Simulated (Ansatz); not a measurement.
# C2H9AlClN: the cost of one run

Method: RKS PBE0/6-31G*, in Ansatz 0.2.0.

## (1) The system as given

Bond lengths: Al1–C2 2.293 Å, Al1–C3 1.975 Å, Al1–N4 1.773 Å, Al1–Cl6 2.601 Å, C2–H7 1.086 Å, C2–H8 1.096 Å, C2–H9 1.086 Å, C3–H10 1.094 Å, C3–H11 1.092 Å, C3–H12 1.093 Å, N4–H13 1.011 Å, N4–H14 1.014 Å. Angles (14 of 21 angles, heavy atoms first): C2–Al1–C3 104.6°, C2–Al1–N4 109.3°, C2–Al1–Cl6 79.9°, C3–Al1–N4 132.4°, C3–Al1–Cl6 112.0°, N4–Al1–Cl6 106.1°, Al1–C2–H7 139.8°, Al1–C2–H8 72.1°, Al1–C2–H9 109.0°, Al1–C3–H10 111.2°, Al1–C3–H11 113.4°, Al1–C3–H12 111.5°, Al1–N4–H13 130.1°, Al1–N4–H14 121.1°.

Coordinates:

```xyz
14

Al   -0.5507    0.0908    0.0589
C     1.6390   -0.2965    0.6200
C    -0.6255   -0.2059   -1.8927
N    -1.2064    1.3676    1.0993
H     0.5511   -1.0735    1.0055
Cl   -0.8072   -2.1268    1.3931
H     2.2704   -0.3634    1.5008
H     1.5366    0.7673    0.3790
H     2.1321   -0.8013   -0.2061
H    -0.2021   -1.1774   -2.1624
H    -0.0862    0.5499   -2.4677
H    -1.6554   -0.1996   -2.2597
H    -1.5687    2.2804    0.8598
H    -1.4269    1.1882    2.0722
```

## (2) Pulling towards end A

Springs on the bonds that form and break draw the guess towards this end; the thresholds are loose.

Input file input.yaml:

```yaml
crystal:
  periodic: [false, false, false]
  atoms:
    - { symbol: Al, position_ang: [-0.5507, 0.0908, 0.0589] }
    - { symbol: C, position_ang: [1.639, -0.2965, 0.62] }
    - { symbol: C, position_ang: [-0.6255, -0.2059, -1.8927] }
    - { symbol: "N", position_ang: [-1.2064, 1.3676, 1.0993] }
    - { symbol: H, position_ang: [0.5511, -1.0735, 1.0055] }
    - { symbol: Cl, position_ang: [-0.8072, -2.1268, 1.3931] }
    - { symbol: H, position_ang: [2.2704, -0.3634, 1.5008] }
    - { symbol: H, position_ang: [1.5366, 0.7673, 0.379] }
    - { symbol: H, position_ang: [2.1321, -0.8013, -0.2061] }
    - { symbol: H, position_ang: [-0.2021, -1.1774, -2.1624] }
    - { symbol: H, position_ang: [-0.0862, 0.5499, -2.4677] }
    - { symbol: H, position_ang: [-1.6554, -0.1996, -2.2597] }
    - { symbol: H, position_ang: [-1.5687, 2.2804, 0.8598] }
    - { symbol: H, position_ang: [-1.4269, 1.1882, 2.0722] }
basis:
  gaussian: { orbitals: "6-31G*" }
hamiltonian:
  xc: pbe0
relax:
  f_tol: 0.15
  max_steps: 25
  restrain:
    - { distance: [0, 5], at: 3.53, k: 30.0 }
    - { distance: [4, 1], at: 2.37, k: 30.0 }
    - { distance: [0, 1], at: 1.97, k: 30.0 }
    - { distance: [4, 5], at: 1.33, k: 30.0 }
output:
  orbitals: {}
```

Launch:

```
$ ansatz run input.yaml --threads 2 --pin off --max-ram 3072MiB --backend cpu --events-out ev --progress --plain --runs-dir out
```

**Question.** How long does this run take on 2 threads of Arm Neoverse V2, shared host, and how much memory does it need?

About 44 s, with a peak of 0.23 GiB.
